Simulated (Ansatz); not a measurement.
# CsPbBr3: the cost of one run

Method: DFT HSE06, scalar-relativistic, plane waves, PAW, in Ansatz 0.2.0.

**1. Starting point**

Symmetry: Pnma, No. 62, orthorhombic system. The conventional cell has a = 8.255 Å, b = 11.759 Å, c = 8.207 Å, α = 90.00°, β = 90.00°, γ = 90.00°. Around Cs (site symmetry m) lie 8 Br at 3.65 to 4.15 Å. Around Pb (site symmetry -1) lie 6 Br at 2.96 to 2.98 Å. Around Br (site symmetry m) lie 2 Pb at 2.96 Å and 2 Cs at 3.82 to 3.87 Å. Around Br (site symmetry 1) lie 2 Pb at 2.96 to 2.98 Å and 3 Cs at 3.65 to 4.15 Å.

As a file:

```
CELL_PARAMETERS angstrom
8.25500 0.00000 0.00000
0.00000 11.75900 0.00000
0.00000 0.00000 8.20700
ATOMIC_POSITIONS crystal
Cs 0.97100 0.25000 0.99000
Cs 0.02900 0.75000 0.01000
Cs 0.52900 0.75000 0.49000
Cs 0.47100 0.25000 0.51000
Pb 0.00000 0.00000 0.50000
Pb 0.00000 0.50000 0.50000
Pb 0.50000 0.00000 0.00000
Pb 0.50000 0.50000 0.00000
Br 0.50500 0.25000 0.04600
Br 0.49500 0.75000 0.95400
Br 0.99500 0.75000 0.54600
Br 0.00500 0.25000 0.45400
Br 0.20500 0.02500 0.79300
Br 0.79500 0.52500 0.20700
Br 0.29500 0.97500 0.29300
Br 0.70500 0.47500 0.70700
Br 0.79500 0.97500 0.20700
Br 0.20500 0.47500 0.79300
Br 0.70500 0.02500 0.70700
Br 0.29500 0.52500 0.29300
```

The structure rests on an entry of the Crystallography Open Database; cell or positions may have been set otherwise for this series.

**2. Single point: CsPbBr3, no spin**

File input.yaml:

```yaml
crystal:
  lattice:
    - [8.255, 0.0, 0.0]
    - [0.0, 11.759, 0.0]
    - [0.0, 0.0, 8.207]
  atoms:
    - { symbol: Cs, position: [0.971, 0.25, 0.99] }
    - { symbol: Cs, position: [0.029, 0.75, 0.01] }
    - { symbol: Cs, position: [0.529, 0.75, 0.49] }
    - { symbol: Cs, position: [0.471, 0.25, 0.51] }
    - { symbol: Pb, position: [0.0, 0.0, 0.5] }
    - { symbol: Pb, position: [0.0, 0.5, 0.5] }
    - { symbol: Pb, position: [0.5, 0.0, 0.0] }
    - { symbol: Pb, position: [0.5, 0.5, 0.0] }
    - { symbol: Br, position: [0.505, 0.25, 0.046] }
    - { symbol: Br, position: [0.495, 0.75, 0.954] }
    - { symbol: Br, position: [0.995, 0.75, 0.546] }
    - { symbol: Br, position: [0.005, 0.25, 0.454] }
    - { symbol: Br, position: [0.205, 0.025, 0.793] }
    - { symbol: Br, position: [0.795, 0.525, 0.207] }
    - { symbol: Br, position: [0.295, 0.975, 0.293] }
    - { symbol: Br, position: [0.705, 0.475, 0.707] }
    - { symbol: Br, position: [0.795, 0.975, 0.207] }
    - { symbol: Br, position: [0.205, 0.475, 0.793] }
    - { symbol: Br, position: [0.705, 0.025, 0.707] }
    - { symbol: Br, position: [0.295, 0.525, 0.293] }
scf:
  occupations: { method: fixed }
output:
  forces: false
  stress: false
  eigenvalues: true
  eigenstates:
    kpoints:
      - [0, 0, 0]
      - [0.06, 0.0, 0.0]
      - [0.12, 0.0, 0.0]
      - [0.0, 0.06, 0.0]
      - [0.0, 0.12, 0.0]
      - [0.0, 0.0, 0.06]
      - [0.0, 0.0, 0.12]
    e_range: [-2.5, 4]
  write_density: true
  write_potential: true
  elf: true
  volumetric_format: npy
kpoints:
  mp_grid: { grid: [2, 2, 2] }
hamiltonian:
  xc: hse06
```

Started as:

```
> ansatz run input.yaml --threads 8 --pin off --max-ram 102400MiB --backend cpu --events-out ev --progress --plain --runs-dir out
```

What time and memory should one allow on 8 threads of Intel Xeon at 2.50GHz (Skylake/Cascade Lake), shared host?

About 10 min, with a peak of 20 GiB.
